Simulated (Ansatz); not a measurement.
# CH6Si + HF: a complex and its separated parts

Aim: how far the complex at one end of a reaction step lies below its separated, relaxed parts, level by level.

Method: PBE0-D4/def2-TZVP structures, single points in def2-TZVPP, no counterpoise correction; program: Ansatz 0.2.0, Gaussian basis.

Levels: SPW92, PBE-D4, BLYP-D4, r2SCAN-D4, B97M-V, PBE0-D4, B3LYP-D4, r2SCAN0-D4, BHLYP-D4, CAM-B3LYP-D4, wB97X-V, wB97M-V, B2PLYP, PBE-QIDH, RPA on PBE, Hartree-Fock, MP2, CCSD, CCSD(T).

Cores are frozen in the correlated methods. B3LYP uses VWN-RPA correlation. B2PLYP carries no dispersion term here.

79 further runs of the same task are left out: 1 that didn't finish, 78 set aside as unsound or not needed.

### Step 1. The starting structure

The complex: 10 atoms, charge 0, spin multiplicity 1.

Atoms are counted from 1 here; the program's logs count them from 0.

Bond lengths: Si1–H3 1.485 Å, Si1–H4 1.486 Å, Si1–C5 1.864 Å, Si1–H7 1.501 Å, F2–H6 0.928 Å, C5–H8 1.092 Å, C5–H9 1.092 Å, C5–H10 1.092 Å. Angles: H3–Si1–H4 109.3°, H3–Si1–C5 112.1°, H3–Si1–H7 106.8°, H4–Si1–C5 112.2°, H4–Si1–H7 106.0°, C5–Si1–H7 110.2°, Si1–C5–H8 110.8°, Si1–C5–H9 110.5°, Si1–C5–H10 110.7°, H8–C5–H9 108.2°, H8–C5–H10 108.1°, H9–C5–H10 108.5°.

Coordinates:

```xyz
10

Si   -0.90382    0.02394   -0.51071
F     2.35759    1.29301   -0.56052
H    -0.88659   -0.82993   -1.72551
H    -2.30900    0.36334   -0.16853
C    -0.00415   -0.76996    0.91594
H     1.44650    1.40039   -0.70095
H    -0.24446    1.32016   -0.88292
H    -0.02011   -0.12041    1.79369
H    -0.47439   -1.71840    1.18465
H     1.03844   -0.96213    0.65486
```

Its parts: CH6Si holds atoms 1, 3, 4, 5, 7, 8, 9, 10; HF holds atoms 2, 6. Each part counts its atoms afresh in its own runs.

### Step 2. Relaxing CH6Si alone

relax-a/in.yaml

```yaml
crystal:
  periodic: [false, false, false]
  atoms:
    - {symbol: Si, position_ang: [-0.903824, 0.023940, -0.510707]}
    - {symbol: H, position_ang: [-0.886590, -0.829935, -1.725510]}
    - {symbol: H, position_ang: [-2.309003, 0.363339, -0.168532]}
    - {symbol: C, position_ang: [-0.004154, -0.769957, 0.915942]}
    - {symbol: H, position_ang: [-0.244459, 1.320158, -0.882919]}
    - {symbol: H, position_ang: [-0.020108, -0.120413, 1.793689]}
    - {symbol: H, position_ang: [-0.474392, -1.718399, 1.184647]}
    - {symbol: H, position_ang: [1.038442, -0.962132, 0.654860]}
basis:
  gaussian: {orbitals: def2-TZVP}
hamiltonian: {xc: pbe0, dispersion: d4}
relax: {f_tol: 0.005, max_steps: 200}
```

Run with:

```
$ ansatz run in.yaml --threads 2 --pin off --events-out ev --progress --plain --max-ram 4352MiB
```

Further steps of the session: Relaxing HF alone; SPW92/def2-TZVPP; PBE-D4/def2-TZVPP; BLYP-D4/def2-TZVPP; r2SCAN-D4/def2-TZVPP; B97M-V/def2-TZVPP; PBE0-D4/def2-TZVPP; B3LYP-D4/def2-TZVPP; r2SCAN0-D4/def2-TZVPP; BHLYP-D4/def2-TZVPP; CAM-B3LYP-D4/def2-TZVPP; wB97X-V/def2-TZVPP; wB97M-V/def2-TZVPP; B2PLYP/def2-TZVPP; PBE-QIDH/def2-TZVPP; RPA on PBE/def2-TZVPP; CCSD(T)/def2-TZVPP; Vibrations of CH6Si; Vibrations of HF.

**Question.** What will these runs give? Wanted: complex less parts, CCSD(T)/def2-TZVPP; with zero-point energy; largest T1 diagnostic.

As calculated:

| quantity | value |
| --- | --- |
| complex less parts, CCSD(T)/def2-TZVPP | -2.28 kcal/mol |
| with zero-point energy | -0.97 kcal/mol |
| largest T1 diagnostic | 0.010 |

At CCSD(T) the complex lies 2.28 kcal/mol below its parts. The functionals run from B2PLYP, off by -0.06 kcal/mol, to SPW92, off by -3.91 kcal/mol, against CCSD(T). By rung, the mean size of the error is: LDA 3.91, GGA 1.45, meta-GGA 1.07, hybrid 0.77, range-separated hybrid 0.83, double hybrid 0.08 kcal/mol. PBE-D4 gives a relative energy 1.76 kcal/mol too low, an error of 77 % of the reference. No counterpoise was applied, and triple zeta lacks some correlation, so the CCSD(T) reference has a basis error of its own, and close matches with it are partly luck.
